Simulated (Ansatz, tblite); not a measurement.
**Zn₆Se₆: one state, many levels**

An exercise on one series of results from a longer session: the logs are not shown, and one member is left open.

Method: as each input shows; program: Ansatz 0.2.0, Gaussian basis.

The runs, in order: GFN1-xTB, GFN2-xTB, PBE-D4/def2-TZVP, r2SCAN-D4/def2-TZVP, PBE-QIDH/def2-TZVP, PBE-D4/def2-SVP, PBE0-D4/def2-SVP, HF/STO-3G, MP2/def2-SVP, RPA/def2-SVP.

2 further runs of the same task are left out: 2 set aside as unsound or not needed.

**The structure**

The geometry is that of the singlet, from an earlier relaxation (r2SCAN-D4/def2-SVP).

12 atoms, charge 0, spin multiplicity 1.

Bond lengths: Se1–Zn7 2.399 Å, Se1–Zn8 2.399 Å, Se1–Zn10 2.521 Å, Se2–Zn8 2.399 Å, Se2–Zn9 2.521 Å, Se2–Zn12 2.399 Å, Se3–Zn8 2.522 Å, Se3–Zn9 2.398 Å, Se3–Zn10 2.398 Å, Se4–Zn7 2.520 Å, Se4–Zn10 2.399 Å, Se4–Zn11 2.399 Å, Se5–Zn9 2.399 Å, Se5–Zn11 2.399 Å, Se5–Zn12 2.520 Å, Se6–Zn7 2.399 Å, Se6–Zn11 2.522 Å, Se6–Zn12 2.398 Å. Angles: Zn7–Se1–Zn8 90.9°, Zn7–Se1–Zn10 68.6°, Zn8–Se1–Zn10 68.6°, Zn8–Se2–Zn9 68.6°, Zn8–Se2–Zn12 90.9°, Zn9–Se2–Zn12 68.6°, Zn8–Se3–Zn9 68.6°, Zn8–Se3–Zn10 68.6°, Zn9–Se3–Zn10 91.2°, Zn7–Se4–Zn10 68.6°, Zn7–Se4–Zn11 68.6°, Zn10–Se4–Zn11 90.9°, Zn9–Se5–Zn11 90.9°, Zn9–Se5–Zn12 68.6°, Zn11–Se5–Zn12 68.6°, Zn7–Se6–Zn11 68.6°, Zn7–Se6–Zn12 91.2°, Zn11–Se6–Zn12 68.6° and more.

PBE0-D4/def2-TZVP was run before; its log isn't repeated, and its numbers join the tables.

The first run:

Tight binding, by tblite at 300 K electronic temperature and without a spin-polarisation term:

```python
tblite.interface.Calculator('GFN1-xTB', numbers, positions, charge=0, uhf=0).singlepoint()
```

Tight binding, by tblite at 300 K electronic temperature and without a spin-polarisation term:

```python
tblite.interface.Calculator('GFN2-xTB', numbers, positions, charge=0, uhf=0).singlepoint()
```

start.molden holds the orbitals of an earlier run on this state, given as this run's starting guess.

File in.yaml:

```yaml
crystal:
  periodic: [false, false, false]
  atoms:
    - {symbol: Se, position_ang: [2.684264, 1.296206, 0.108759]}
    - {symbol: Se, position_ang: [-1.488553, 2.015587, 1.618703]}
    - {symbol: Se, position_ang: [0.806973, -0.975607, 2.696465]}
    - {symbol: Se, position_ang: [1.488420, -2.016268, -1.617961]}
    - {symbol: Se, position_ang: [-2.684589, -1.295075, -0.109210]}
    - {symbol: Se, position_ang: [-0.807111, 0.975384, -2.696467]}
    - {symbol: Zn, position_ang: [1.319238, 0.497165, -1.694827]}
    - {symbol: Zn, position_ang: [0.797898, 1.291131, 1.590390]}
    - {symbol: Zn, position_ang: [-1.318825, -0.498312, 1.694313]}
    - {symbol: Zn, position_ang: [1.862372, -1.046582, 0.544148]}
    - {symbol: Zn, position_ang: [-0.798003, -1.290964, -1.590421]}
    - {symbol: Zn, position_ang: [-1.862073, 1.047336, -0.543902]}
basis:
  gaussian: {orbitals: def2-TZVP, fitting: {mean_field: def2-universal-jkfit}, initial_orbitals: start.molden}
hamiltonian: {xc: pbe, dispersion: d4}
scf: {omitted_lower_state_checks: [starts]}
output: {forces: true, orbitals: {seedname: orbitals}}
```

Launch:

```
$ ansatz run in.yaml --threads 2 --pin off --events-out ev --progress --plain --max-ram 22528MiB --backend cuda --devices 0, --max-vram 18GiB
```

Steps of the session up to this table: PBE-D4/def2-TZVP; r2SCAN-D4/def2-TZVP; PBE-QIDH/def2-TZVP; PBE-D4/def2-SVP; PBE0-D4/def2-SVP; HF/STO-3G; MP2/def2-SVP; RPA/def2-SVP.

One of the session's tables, all rows but one given; the rest of the session is left out.

It belongs to the step «Binding energy». 

```
              level  binding an atom (eV)
          HF/STO-3G                 2.246
        HF/def2-SVP                 1.560
    PBE-D4/def2-SVP                 2.631
   PBE-D4/def2-TZVP                     ?
r2SCAN-D4/def2-TZVP                 2.489
   PBE0-D4/def2-SVP                 2.601
  PBE0-D4/def2-TZVP                 2.429
 PBE-QIDH/def2-TZVP                 2.477
       RPA/def2-SVP                 1.899
       MP2/def2-SVP                 2.382
```

Estimate the missing values for PBE-D4/def2-TZVP.

As computed: binding an atom (eV): 2.402. In the column «binding an atom (eV)» it lies between MP2/def2-SVP (2.382) and PBE0-D4/def2-TZVP (2.429).

Limits of these values: Free atoms were run apart at each level; binding is atoms less cluster, divided by the number of atoms, without zero-point or spin-orbit terms.
